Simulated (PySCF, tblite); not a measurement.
**C3H6BF3Si: geometry, infrared bands and NMR shifts**

What infrared bands and NMR shifts should C3H6BF3Si (`C=C(CB(F)F)[SiH2]F`) show?

Computed with tblite 0.8.0 and PySCF 2.14.0, with density-fitted response routines of our own, on a single molecule in the gas phase. Atoms are numbered from 0 throughout.

### Step 1. The molecule as given

14 atoms, charge 0, multiplicity 1; geometry from: force field or distance geometry start.

Bonds of the start (Å): C0–C1 1.34, C1–C2 1.48, C2–B3 1.55, B3–F4 1.45, B3–F5 1.46, C1–Si6 1.82, Si6–F7 1.67, C0–H8 1.10, C0–H9 1.10, C2–H10 1.11, C2–H11 1.12, Si6–H12 1.49, Si6–H13 1.48.

### Step 2. Relaxing the molecule with GFN2-xTB

Job settings and geometry (Å):

```
{"job": {"kind": "relax", "xc": "GFN2-xTB", "basis": "xTB"}, "charge": 0, "multiplicity": 1}
C     -0.903900     1.577500     0.623300
C     -0.415700     0.386000     0.255600
C      0.971500     0.358300    -0.245800
B      1.969500    -0.507800     0.566600
F      1.845900    -1.950700     0.457500
F      3.272800     0.066200     0.871200
Si    -1.501600    -1.061400     0.461300
F     -1.011600    -2.384300    -0.431800
H     -0.246200     2.452300     0.504200
H     -1.922900     1.666200     1.016000
H      1.358500     1.402700    -0.245800
H      1.026500     0.016700    -1.309400
H     -1.568200    -1.393100     1.910400
H     -2.875300    -0.628900     0.104600
```

Command:

```sh
$ OMP_NUM_THREADS=1 python probes_run.py task.json out
```

One launch serves the whole session: the jobs run in the order shown.

**Question.** This job is followed by: GFN2-xTB harmonic vibrations, gas phase; GIAO PBE0/pcSseg-1 NMR shielding, non-relativistic, gas phase. What will the session give for the following? strongest single infrared mode (GFN2-xTB); zero-point energy (GFN2-xTB); ¹³C shifts against TMS (PBE0/pcSseg-1); ¹H shifts against TMS (PBE0/pcSseg-1, means over atoms taken as alike); ¹¹B shifts against BF3·OEt2 (PBE0/pcSseg-1); ¹⁹F shifts against CFCl3 (PBE0/pcSseg-1, means over atoms taken as alike); ²⁹Si shifts against TMS (PBE0/pcSseg-1); surface potential, 1st and 99th percentile.

As calculated:

```
                                                                 quantity                       value
                                strongest single infrared mode (GFN2-xTB)       1291 cm⁻¹, 397 km/mol
                                             zero-point energy (GFN2-xTB)               54.6 kcal/mol
                                   ¹³C shifts against TMS (PBE0/pcSseg-1)      151.4, 134.5, 26.2 ppm
   ¹H shifts against TMS (PBE0/pcSseg-1, means over atoms taken as alike)  6.10, 5.62, 5.38, 2.44 ppm
                              ¹¹B shifts against BF3·OEt2 (PBE0/pcSseg-1)                    27.7 ppm
¹⁹F shifts against CFCl3 (PBE0/pcSseg-1, means over atoms taken as alike)           -65.7, -228.7 ppm
                                  ²⁹Si shifts against TMS (PBE0/pcSseg-1)                    -3.9 ppm
                                    surface potential, 1st and 99th percentile          -1.00 V and 1.89 V
```

What this shows: Relaxing lowered the energy by 1.231 eV in 136 steps; the close pair that moved most is B3–F5, from 1.456 to 1.318 Å. No mode is imaginary among the 36: a minimum at this level. The strongest single mode, at 1291 cm⁻¹, has its largest shares on B3, C2, H10 and F5 (the list is cut at 4 atoms). GFN2-xTB is a fitted tight-binding method: band positions and strengths are rough. Its intensities can rank the bands wrongly. C1 (fully substituted alkene carbon) lies farthest downfield among carbon, at 151.4 ppm; an sp2 carbon of a C=C bond. At PBE0/pcSseg-1: Shielding is most anisotropic at F4, F5 (span 306 ppm, paramagnetic term -231 ppm). At PBE0/pcSseg-1, counted by nearest atom on the grid, the HOMO lies on C0, C1 about 34 % each, the LUMO on C0, C1 about 27 % each; H8, H9 about 8 % each.
